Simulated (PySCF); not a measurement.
# C7H9P (3,4-dimethylphosphinine): the cost of one run

The runs use PySCF 2.14.0, with density-fitted response routines of our own; the level of theory stands in each step. All values are computed, except where a source is named. Atoms count from 0, in the outputs and in this text.

**1. Starting geometry**

17 atoms, charge 0, multiplicity 1; geometry from: GFN2-xTB. The atoms were then displaced at random by about 0.01 Å, so the start is not that level's minimum.

Bonds of the start (Å): C0–C1 1.47, C1–C2 1.38, C2–C3 1.41, C3–P4 1.75, P4–C5 1.73, C5–C6 1.37, C6–C7 1.49, C6–C1 1.39, C0–H8 1.10, C0–H9 1.09, C0–H10 1.11, C2–H11 1.10, C3–H12 1.03, C5–H13 1.09, C7–H14 1.09, C7–H15 1.08, C7–H16 1.10.

**2. Relaxing the molecule at PBE0-D3(BJ)/def2-SVP**

Job settings and geometry (Å):

```
{"job": {"xc": "PBE0", "basis": "def2-SVP", "d3": "d3bj", "grid": 1, "shake": 0.01, "kind": "geom"}, "charge": 0, "multiplicity": 1}
C     -0.601200     1.742220     0.320100
C      0.221270     0.555050     0.053280
C      1.581690     0.717500    -0.075920
C      2.531210    -0.296940    -0.309290
P      2.072540    -1.973200    -0.508680
C      0.355500    -1.842320    -0.301480
C     -0.364800    -0.702110    -0.059680
C     -1.849130    -0.811590     0.073610
H     -1.355160     1.910340    -0.460910
H     -0.010830     2.660820     0.387190
H     -1.178080     1.658150     1.261170
H      2.003150     1.725150     0.038890
H      3.521170    -0.040450    -0.389840
H     -0.200030    -2.780100    -0.366900
H     -2.371370    -0.228220    -0.679710
H     -2.185130    -1.836050    -0.024390
H     -2.187300    -0.446420     1.052730
```

Run with:

```
$ OMP_NUM_THREADS=1 python probes_run.py task.json out
```

One launch serves the whole session: the jobs run in the order shown.

Q: Estimate the wall time and peak memory of this first job on 1 thread of Arm Neoverse V1, shared host.

About 80 s, with a peak of 0.66 GiB.
